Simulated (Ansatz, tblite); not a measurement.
**The cluster B2O3: charged states by level of theory**

Aim: the energy of removing and adding an electron for the cluster B2O3, by energy differences, and how well orbital energies stand in for it.

Program: Ansatz 0.2.0, Gaussian basis. Level of theory: as each input shows. These are calculated values, not measurements.

Plan: charge +1 doublet, at the geometry of the singlet (PBE0-D4/def2-TZVP, PBE-D4/def2-TZVP, r2SCAN-D4/def2-TZVP, CCSD(T)/def2-TZVPP); charge -1 doublet, at the geometry of the singlet (PBE0-D4/def2-TZVPD, PBE-D4/def2-TZVPD, r2SCAN-D4/def2-TZVPD); the starting singlet's energies come from earlier runs.

1 further run of the same task is left out (set aside as unsound or not needed). Runs told in other sessions of the task aren't counted.

## Step 1: The relaxed structure

The geometry is that of the singlet, from an earlier relaxation (PBE-D4/def2-SVP). At that level it is the lowest of the isomers that a small search found.

5 atoms, charge 0, spin multiplicity 1.

Atoms are counted from 1 here; the program's logs count them from 0.

Bond lengths: B1–O4 1.318 Å, B1–O5 1.219 Å, B2–O3 1.219 Å, B2–O4 1.318 Å. Angles: O4–B1–O5 179.9°, O3–B2–O4 179.9°, B1–O4–B2 178.2°.

## Step 2: Charge +1 doublet at the fixed geometry, first pass, PBE0-D4/def2-SVP

The input, in.yaml:

```yaml
crystal:
  periodic: [false, false, false]
  atoms:
    - {symbol: B, position_ang: [1.173719, -0.599127, -0.026037]}
    - {symbol: B, position_ang: [-1.174423, 0.597923, 0.021591]}
    - {symbol: O, position_ang: [-2.258415, 1.155270, 0.058876]}
    - {symbol: O, position_ang: [-0.003074, -0.005159, -0.021846]}
    - {symbol: O, position_ang: [2.262183, -1.148917, -0.032593]}
basis:
  gaussian: {orbitals: def2-SVP}
total_charge: 1
magnetization: {spin_polarized: true, initial_magnetization: 1}
hamiltonian: {xc: pbe0, dispersion: d4}
output: {orbitals: {seedname: orbitals}}
```

Started as:

```
$ ansatz run in.yaml --threads 4 --pin off --events-out ev --progress --plain --max-ram 3916MiB
```

Standard output:

```text
Functional definition: PBE0
  name "PBE0"
  cite "Adamo & Barone, J. Chem. Phys. 110, 6158 (1999) doi:10.1063/1.478522"
  cite "Perdew, Burke & Ernzerhof, Phys. Rev. Lett. 77, 3865 (1996) doi:10.1103/PhysRevLett.77.3865"
  parent pbe
  parameter a = 0.25
  parameter kappa = 0.804
  parameter beta = 0.06672455060314922
  exchange = (1 - a)*pbe_x(kappa = kappa, mu = beta*pi^2/3) + a*exact_x
  correlation = pbe_c(beta = beta)
670 factors; integrals over basis functions are off by at most 9.6e-4 eV
mean field evaluation 1: about -7458.3810 eV, gradient 6.0e1 eV
mean field evaluation 2: about -7433.6711 eV, gradient 1.0e2 eV
mean field evaluation 4: about -7471.0365 eV, gradient 6.8e0 eV
mean field evaluation 8: about -7471.3815 eV, gradient 5.4e-1 eV
mean field evaluation 16: about -7471.3834 eV, gradient 4.8e-4 eV
mean field evaluation 32: about -7471.3834 eV, gradient 5.5e-5 eV
mean field evaluation 64: about -7471.3833 eV, gradient 3.4e-4 eV
mean field -7471.38337865 eV, -274.5682748797 hartree, gradient 1.8e-6 eV, S^2 0.781472; 4 other end points of the search recorded, 0 dependent functions left out
reference -7471.38340102 eV, -274.5682757020 hartree; 17, 16 occupied and 53, 54 virtual orbitals, 670 factors
Total energy: -7471.44327075 eV, -274.5704758739 hartree
```

Wall time 6.5 s (4 threads of Arm Neoverse V2, shared host).

HOMO -16.38 eV, LUMO -14.65 eV (over both spins); ⟨S²⟩ 0.781 (pure: 0.75).

## Step 3: Charge +1 doublet at the fixed geometry, PBE0-D4/def2-TZVP

start.molden holds the orbitals of an earlier run on this state, given as this run's starting guess.

Changes to in.yaml since step 2:

```diff
@@ -9,3 +9,3 @@
 basis:
-  gaussian: {orbitals: def2-SVP}
+  gaussian: {orbitals: def2-TZVP, initial_orbitals: start.molden}
 total_charge: 1
@@ -13,2 +13,3 @@
 hamiltonian: {xc: pbe0, dispersion: d4}
+scf: {omitted_lower_state_checks: [starts]}
 output: {orbitals: {seedname: orbitals}}
```

Launched as before.

Standard output:

```text
Functional definition: PBE0
  name "PBE0"
  cite "Adamo & Barone, J. Chem. Phys. 110, 6158 (1999) doi:10.1063/1.478522"
  cite "Perdew, Burke & Ernzerhof, Phys. Rev. Lett. 77, 3865 (1996) doi:10.1103/PhysRevLett.77.3865"
  parent pbe
  parameter a = 0.25
  parameter kappa = 0.804
  parameter beta = 0.06672455060314922
  exchange = (1 - a)*pbe_x(kappa = kappa, mu = beta*pi^2/3) + a*exact_x
  correlation = pbe_c(beta = beta)
these checks for a lower state are left out or cut short: starts
791 factors; their error is unknown
mean field evaluation 1: about -7476.0424 eV, gradient 1.2e2 eV
mean field evaluation 2: about -7479.8772 eV, gradient 3.7e0 eV
mean field evaluation 4: about -7479.9337 eV, gradient 1.4e-1 eV
mean field evaluation 8: about -7479.9338 eV, gradient 1.9e-5 eV
mean field -7479.93375471 eV, -274.8824954043 hartree, gradient 1.7e-6 eV, S^2 0.781160; 0 other end points of the search recorded, 0 dependent functions left out
reference -7479.93378110 eV, -274.8824963742 hartree; 17, 16 occupied and 138, 139 virtual orbitals, 791 factors
Total energy: -7479.99365083 eV, -274.8846965461 hartree
Checks for a lower state left out: starts
```

Wall time 3.5 s (4 threads of Arm Neoverse V2, shared host).

HOMO -16.31 eV, LUMO -14.60 eV (over both spins); ⟨S²⟩ 0.781 (pure: 0.75).

## Step 4: Charge +1 doublet at the fixed geometry, PBE-D4/def2-TZVP

Changes to in.yaml since step 3:

```diff
@@ -12,3 +12,3 @@
 magnetization: {spin_polarized: true, initial_magnetization: 1}
-hamiltonian: {xc: pbe0, dispersion: d4}
+hamiltonian: {xc: pbe, dispersion: d4}
 scf: {omitted_lower_state_checks: [starts]}
```

The command is unchanged.

Standard output:

```text
Functional definition: PBE
  name "PBE"
  cite "Perdew, Burke & Ernzerhof, Phys. Rev. Lett. 77, 3865 (1996) doi:10.1103/PhysRevLett.77.3865"
  parent pbe
  parameter kappa = 0.804
  parameter beta = 0.06672455060314922
  exchange = pbe_x(kappa = kappa, mu = beta*pi^2/3)
  correlation = pbe_c(beta = beta)
these checks for a lower state are left out or cut short: starts
791 factors; their error is unknown
mean field evaluation 1: about -7480.4043 eV, gradient 6.9e0 eV
mean field evaluation 2: about -7480.5383 eV, gradient 1.7e-1 eV
mean field evaluation 4: about -7480.5350 eV, gradient 1.1e-3 eV
mean field evaluation 8: about -7480.5350 eV, gradient 2.4e-5 eV
mean field -7480.53499978 eV, -274.9045907531 hartree, gradient 6.7e-6 eV, S^2 0.757803; 0 other end points of the search recorded, 0 dependent functions left out
reference -7480.53503691 eV, -274.9045921176 hartree; 17, 16 occupied and 138, 139 virtual orbitals, 791 factors
Total energy: -7480.60650462 eV, -274.9072185078 hartree
Checks for a lower state left out: starts
```

It took 2.7 s on 4 threads of Arm Neoverse V2, shared host.

Report: HOMO -15.56 eV, LUMO -15.33 eV (over both spins); ⟨S²⟩ 0.758 (pure: 0.75).

## Step 5: Charge +1 doublet at the fixed geometry, r2SCAN-D4/def2-TZVP

Changes to in.yaml since step 4:

```diff
@@ -12,3 +12,3 @@
 magnetization: {spin_polarized: true, initial_magnetization: 1}
-hamiltonian: {xc: pbe, dispersion: d4}
+hamiltonian: {xc: r2scan, dispersion: d4}
 scf: {omitted_lower_state_checks: [starts]}
```

Same command.

Standard output, shortened:

```text
Functional definition: r2SCAN
  name "r2SCAN"
  cite "Furness, Kaplan, Ning, Perdew & Sun, J. Phys. Chem. Lett. 11, 8208 (2020) doi:10.1021/acs.jpclett.0c02405"
  cite "Furness, Kaplan, Ning, Perdew & Sun, J. Phys. Chem. Lett. 11, 9248 (2020) doi:10.1021/acs.jpclett.0c03077"
  parent r2scan
[...]
791 factors; their error is unknown
[...]
mean field -7484.92461527 eV, -275.0659061471 hartree, gradient 1.3e-6 eV, S^2 0.768820; 0 other end points of the search recorded, 0 dependent functions left out
reference -7484.92462516 eV, -275.0659065104 hartree; 17, 16 occupied and 138, 139 virtual orbitals, 791 factors
Total energy: -7484.94197671 eV, -275.0665441681 hartree
Checks for a lower state left out: starts
```

Run time: 13 s. Hardware: 4 threads of Arm Neoverse V2, shared host.

From the report: HOMO -15.89 eV, LUMO -15.17 eV (over both spins); ⟨S²⟩ 0.769 (pure: 0.75).

## Step 6: Charge +1 doublet at the fixed geometry, CCSD(T)/def2-TZVPP

Changes to in.yaml since step 5:

```diff
@@ -9,7 +9,7 @@
 basis:
-  gaussian: {orbitals: def2-TZVP, initial_orbitals: start.molden}
+  gaussian: {orbitals: def2-TZVPP, initial_orbitals: start.molden}
 total_charge: 1
 magnetization: {spin_polarized: true, initial_magnetization: 1}
-hamiltonian: {xc: r2scan, dispersion: d4}
-scf: {omitted_lower_state_checks: [starts]}
+correlation: {method: ccsd_t}
+scf: {omitted_lower_state_checks: [starts, cluster_reference]}
 output: {orbitals: {seedname: orbitals}}
```

Same command.

Standard output, shortened:

```text
Functional definition: HF
  name "HF"
  cite "Fock, Z. Phys. 61, 126 (1930) doi:10.1007/BF01340294"
  parent pbe
[...]
1024 factors; integrals over basis functions are off by at most 9.7e-4 eV
[...]
mean field -7451.04888966 eV, -273.8209961927 hartree, gradient 2.2e-10 eV, S^2 0.757692; 0 other end points of the search recorded, 0 dependent functions left out
5 core orbitals not correlated: weight in the atoms' cores, before any rotation towards them, 1.000 or more for the frozen orbitals, at most 0.000 for the correlated occupied ones
reference -7451.04888966 eV, -273.8209961927 hartree; 12, 11 occupied and 138, 139 virtual orbitals, 1024 factors
second order -21.38538648 eV of doubles, -0.00000000 eV of singles
cycle   1  -20.90166090 eV  change    4.8e-1 eV  update   1.4e-1
[...]
cycle  17  -21.73455463 eV  change   -6.7e-6 eV  update   1.4e-5
perturbative correction -1.00234301 eV, -0.0368354262 hartree
Total energy: -7473.78578730 eV, -274.6565617694 hartree
Checks for a lower state left out: starts, cluster_reference
```

Wall time 67 s (4 threads of Arm Neoverse V2, shared host); peak memory 2.9 GiB.

From the report: Hartree-Fock HOMO -18.50 eV, LUMO -9.71 eV (over both spins); ⟨S²⟩ 0.758 (pure: 0.75); T1 0.048. Doubts: large T1 diagnostic.

## Step 7: Vertical ionisation energy

Charged state less starting state, singlet to doublet; the starting state's energies are those of its earlier runs.

```tsv
level	vertical ionisation energy (eV)	time
HF/def2-TZVPP†	+11.53	
PBE-D4/def2-TZVP	+11.94	3.3 s
r2SCAN-D4/def2-TZVP	+12.04	14 s
PBE0-D4/def2-TZVP	+12.36	4.3 s
MP2/def2-TZVPP†	+13.49	
CCSD/def2-TZVPP†	+12.98	
CCSD(T)/def2-TZVPP†	+12.99	81 s
```

Times add the two runs; a level without a time comes out of a correlated run. † marks a level with a doubtful state (flagged, unstable, out of aufbau order, or strongly spin-contaminated); such levels are left out of the summary. CCSD(T)/def2-TZVPP is no safe reference here (large T1 diagnostic).

Beside −ε(HOMO) of the starting state:

```tsv
level	−ε(HOMO) (eV)	by difference (eV)	mismatch (eV)
PBE-D4/def2-TZVP	8.54	11.94	-3.39
r2SCAN-D4/def2-TZVP	8.87	12.04	-3.17
PBE0-D4/def2-TZVP	10.11	12.36	-2.25
```

## Step 8: Charge -1 doublet at the fixed geometry, first pass, PBE0-D4/def2-SVP

Changes to in.yaml since step 6:

```diff
@@ -9,7 +9,6 @@
 basis:
-  gaussian: {orbitals: def2-TZVPP, initial_orbitals: start.molden}
-total_charge: 1
+  gaussian: {orbitals: def2-SVP}
+total_charge: -1
 magnetization: {spin_polarized: true, initial_magnetization: 1}
-correlation: {method: ccsd_t}
-scf: {omitted_lower_state_checks: [starts, cluster_reference]}
+hamiltonian: {xc: pbe0, dispersion: d4}
 output: {orbitals: {seedname: orbitals}}
```

The command is unchanged.

Standard output:

```text
Functional definition: PBE0
  name "PBE0"
  cite "Adamo & Barone, J. Chem. Phys. 110, 6158 (1999) doi:10.1063/1.478522"
  cite "Perdew, Burke & Ernzerhof, Phys. Rev. Lett. 77, 3865 (1996) doi:10.1103/PhysRevLett.77.3865"
  parent pbe
  parameter a = 0.25
  parameter kappa = 0.804
  parameter beta = 0.06672455060314922
  exchange = (1 - a)*pbe_x(kappa = kappa, mu = beta*pi^2/3) + a*exact_x
  correlation = pbe_c(beta = beta)
670 factors; integrals over basis functions are off by at most 9.6e-4 eV
mean field evaluation 1: about -7478.3629 eV, gradient 3.1e1 eV
mean field evaluation 2: about -7461.1962 eV, gradient 7.5e1 eV
mean field evaluation 4: about -7482.2706 eV, gradient 3.0e0 eV
mean field evaluation 8: about -7482.4994 eV, gradient 2.1e-1 eV
mean field evaluation 16: about -7482.4997 eV, gradient 8.0e-5 eV
mean field -7482.49974617 eV, -274.9767938514 hartree, gradient 2.8e-5 eV, S^2 0.753640; 2 other end points of the search recorded, 0 dependent functions left out
reference -7482.49977080 eV, -274.9767947564 hartree; 18, 17 occupied and 52, 53 virtual orbitals, 670 factors
Total energy: -7482.58247138 eV, -274.9798339467 hartree
```

Wall time 0.8 s (4 threads of Arm Neoverse V2, shared host).

Report: HOMO 3.03 eV, LUMO 5.12 eV (over both spins); ⟨S²⟩ 0.754 (pure: 0.75). Doubts: highest occupied level lies above zero.

## Step 9: Charge -1 doublet at the fixed geometry, PBE0-D4/def2-TZVPD

Changes to in.yaml since step 8:

```diff
@@ -9,3 +9,3 @@
 basis:
-  gaussian: {orbitals: def2-SVP}
+  gaussian: {orbitals: def2-TZVPD, initial_orbitals: start.molden}
 total_charge: -1
@@ -13,2 +13,3 @@
 hamiltonian: {xc: pbe0, dispersion: d4}
+scf: {omitted_lower_state_checks: [starts]}
 output: {orbitals: {seedname: orbitals}}
```

Same command.

Standard output, shortened:

```text
Functional definition: PBE0
  name "PBE0"
  cite "Adamo & Barone, J. Chem. Phys. 110, 6158 (1999) doi:10.1063/1.478522"
  cite "Perdew, Burke & Ernzerhof, Phys. Rev. Lett. 77, 3865 (1996) doi:10.1103/PhysRevLett.77.3865"
  parent pbe
[...]
882 factors; their error is unknown
[...]
a density is far from that of the atoms, so the factors are made again for it
1278 factors; integrals over basis functions are off by at most 8.6e-4 eV
mean field -7492.45944515 eV, -275.3428060378 hartree, gradient 7.2e-6 eV, S^2 0.750968; 0 other end points of the search recorded, 0 dependent functions left out
reference -7492.45948124 eV, -275.3428073641 hartree; 18, 17 occupied and 176, 177 virtual orbitals, 1278 factors
Total energy: -7492.54218182 eV, -275.3458465544 hartree
Checks for a lower state left out: starts
```

Wall time 5.5 s (4 threads of Arm Neoverse V2, shared host).

Report: HOMO 1.09 eV, LUMO 2.54 eV (over both spins); ⟨S²⟩ 0.751 (pure: 0.75). Doubts: highest occupied level lies above zero.

## Step 10: Charge -1 doublet at the fixed geometry, PBE-D4/def2-TZVPD

Changes to in.yaml since step 9:

```diff
@@ -12,3 +12,3 @@
 magnetization: {spin_polarized: true, initial_magnetization: 1}
-hamiltonian: {xc: pbe0, dispersion: d4}
+hamiltonian: {xc: pbe, dispersion: d4}
 scf: {omitted_lower_state_checks: [starts]}
```

The command is unchanged.

Standard output:

```text
Functional definition: PBE
  name "PBE"
  cite "Perdew, Burke & Ernzerhof, Phys. Rev. Lett. 77, 3865 (1996) doi:10.1103/PhysRevLett.77.3865"
  parent pbe
  parameter kappa = 0.804
  parameter beta = 0.06672455060314922
  exchange = pbe_x(kappa = kappa, mu = beta*pi^2/3)
  correlation = pbe_c(beta = beta)
these checks for a lower state are left out or cut short: starts
882 factors; their error is unknown
mean field evaluation 1: about -7492.6199 eV, gradient 6.9e0 eV
mean field evaluation 2: about -7492.7381 eV, gradient 1.5e-1 eV
mean field evaluation 4: about -7492.7346 eV, gradient 1.0e-3 eV
a density is far from that of the atoms, so the factors are made again for it
1280 factors; integrals over basis functions are off by at most 8.6e-4 eV
mean field evaluation 8: about -7492.7381 eV, gradient 4.8e-2 eV
mean field -7492.73454030 eV, -275.3529155983 hartree, gradient 1.9e-5 eV, S^2 0.750909; 0 other end points of the search recorded, 0 dependent functions left out
reference -7492.73458769 eV, -275.3529173395 hartree; 18, 17 occupied and 176, 177 virtual orbitals, 1280 factors
Total energy: -7492.83320067 eV, -275.3565412998 hartree
Checks for a lower state left out: starts
```

Run time: 4.1 s. Hardware: 4 threads of Arm Neoverse V2, shared host.

From the report: HOMO 1.51 eV, LUMO 1.99 eV (over both spins); ⟨S²⟩ 0.751 (pure: 0.75). Doubts: highest occupied level lies above zero.

## Step 11: Charge -1 doublet at the fixed geometry, r2SCAN-D4/def2-TZVPD

Changes to in.yaml since step 10:

```diff
@@ -12,3 +12,3 @@
 magnetization: {spin_polarized: true, initial_magnetization: 1}
-hamiltonian: {xc: pbe, dispersion: d4}
+hamiltonian: {xc: r2scan, dispersion: d4}
 scf: {omitted_lower_state_checks: [starts]}
```

Same command.

Standard output, shortened:

```text
Functional definition: r2SCAN
  name "r2SCAN"
  cite "Furness, Kaplan, Ning, Perdew & Sun, J. Phys. Chem. Lett. 11, 8208 (2020) doi:10.1021/acs.jpclett.0c02405"
  cite "Furness, Kaplan, Ning, Perdew & Sun, J. Phys. Chem. Lett. 11, 9248 (2020) doi:10.1021/acs.jpclett.0c03077"
  parent r2scan
[...]
882 factors; their error is unknown
[...]
a density is far from that of the atoms, so the factors are made again for it
1273 factors; integrals over basis functions are off by at most 8.7e-4 eV
[...]
mean field -7497.13331436 eV, -275.5145675633 hartree, gradient 1.0e-5 eV, S^2 0.751805; 0 other end points of the search recorded, 0 dependent functions left out
reference -7497.13334696 eV, -275.5145687611 hartree; 18, 17 occupied and 176, 177 virtual orbitals, 1273 factors
Total energy: -7497.15739536 eV, -275.5154525235 hartree
Checks for a lower state left out: starts
```

Wall time 7.5 s (4 threads of Arm Neoverse V2, shared host).

From the report: HOMO 1.44 eV, LUMO 2.10 eV (over both spins); ⟨S²⟩ 0.752 (pure: 0.75). Doubts: highest occupied level lies above zero.

## Step 12: Vertical electron affinity

Starting state less charged state (positive: the electron is bound), singlet to doublet; the starting state's energies are those of its earlier runs.

```tsv
level	vertical electron affinity (eV)	time
PBE-D4/def2-TZVPD	+0.26	5.3 s
r2SCAN-D4/def2-TZVPD	+0.15	9.7 s
PBE0-D4/def2-TZVPD	+0.16	6.9 s
```

Times add the two runs; a level without a time comes out of a correlated run.

Beside −ε(LUMO) of the starting state:

```tsv
level	−ε(LUMO) (eV)	by difference (eV)	mismatch (eV)
PBE-D4/def2-TZVPD	2.18	0.26	+1.92
r2SCAN-D4/def2-TZVPD	1.71	0.15	+1.56
PBE0-D4/def2-TZVPD	1.42	0.16	+1.26
```

## Step 13: Results

| quantity | value |
| --- | --- |
| vertical ionisation energy, functionals in def2-TZVP | 11.94 (PBE-D4) to 12.36 eV (PBE0-D4) |
| vertical electron affinity, functionals in def2-TZVPD | 0.15 (r2SCAN-D4) to 0.26 eV (PBE-D4) |

**Reading.** The vertical ionisation energy spans 11.94 to 12.36 eV over the functionals. −ε(HOMO) misses the level's own difference by -2.25 eV at best (PBE0-D4) and -3.39 eV at worst (PBE-D4). The vertical electron affinity spans 0.15 to 0.26 eV over the functionals. The anion's highest level lies above zero where self-interaction lifts it, so diffuse functions weigh on these values. −ε(LUMO) misses the level's own difference by +1.26 eV at best (PBE0-D4) and +1.92 eV at worst (PBE-D4).

The anion's highest level is positive in at least one run, so there the basis alone may hold the extra electron.
